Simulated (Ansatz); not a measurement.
**CH4AsBS: how energies converge with the basis set**

Aim: see how fast density functionals converge with the basis set for CH4AsBS.

The runs use Ansatz 0.2.0, Gaussian basis; one geometry, several basis sets.

Plan: PBE0-D4/def2-SVP; ωB97M-V/def2-SVP; PBE0-D4/def2-QZVPP; ωB97M-V/def2-QZVPP; the functionals' def2-TZVPP values are taken from earlier runs.

### Step 1. The relaxed structure

All runs share one geometry, relaxed beforehand with PBE0-D4 in a triple-zeta def2 set.

SMILES `B1SC[AsH]1`, 8 atoms, charge 0, spin multiplicity 1.

Atoms are counted from 1 here; the program's logs count them from 0.

Bond lengths: B1–S2 1.769 Å, B1–As4 2.038 Å, B1–H5 1.189 Å, S2–C3 1.817 Å, C3–As4 2.008 Å, C3–H6 1.088 Å, C3–H7 1.089 Å, As4–H8 1.524 Å. Angles: S2–B1–As4 97.1°, S2–B1–H5 126.7°, As4–B1–H5 136.1°, B1–S2–C3 88.7°, S2–C3–As4 96.6°, S2–C3–H6 110.9°, S2–C3–H7 112.1°, As4–C3–H6 113.2°, As4–C3–H7 113.7°, H6–C3–H7 109.9°, B1–As4–C3 76.6°, B1–As4–H8 96.3°, C3–As4–H8 97.4°.

### Step 2. PBE0-D4 in def2-SVP

in.yaml reads:

```yaml
crystal:
  periodic: [false, false, false]
  atoms:
    - {symbol: B, position_ang: [-1.235020, 0.276415, -0.686153]}
    - {symbol: S, position_ang: [-0.252551, 1.528732, 0.086798]}
    - {symbol: C, position_ang: [1.030311, 0.278036, 0.389403]}
    - {symbol: As, position_ang: [0.183098, -1.187036, -0.690596]}
    - {symbol: H, position_ang: [-2.345093, 0.395222, -1.094865]}
    - {symbol: H, position_ang: [1.100275, 0.042665, 1.449673]}
    - {symbol: H, position_ang: [2.004114, 0.590811, 0.014479]}
    - {symbol: H, position_ang: [-0.393034, -1.981945, 0.475462]}
basis:
  gaussian: {orbitals: def2-SVP}
hamiltonian: {xc: pbe0, dispersion: d4}
output: {orbitals: {seedname: orbitals}}
```

On the command line:

```bash
ansatz run in.yaml --threads 2 --pin off --events-out ev --progress --plain --max-ram 4352MiB
```

Further steps of the session: ωB97M-V in def2-SVP; PBE0-D4 in def2-QZVPP; ωB97M-V in def2-QZVPP.

Before running them: what should the planned runs give, taken together? Wanted: PBE0-D4: double and triple zeta above quadruple; ωB97M-V: double and triple zeta above quadruple.

The runs gave:

| quantity | value |
| --- | --- |
| PBE0-D4: double and triple zeta above quadruple | 14.93, 1.73 eV |
| ωB97M-V: double and triple zeta above quadruple | 14.92, 1.67 eV |

PBE0-D4 gains 13.20 eV from double to triple zeta, then 1.73 eV more. These are total energies; as a rule much of such shifts cancels in differences, which this series doesn't test.
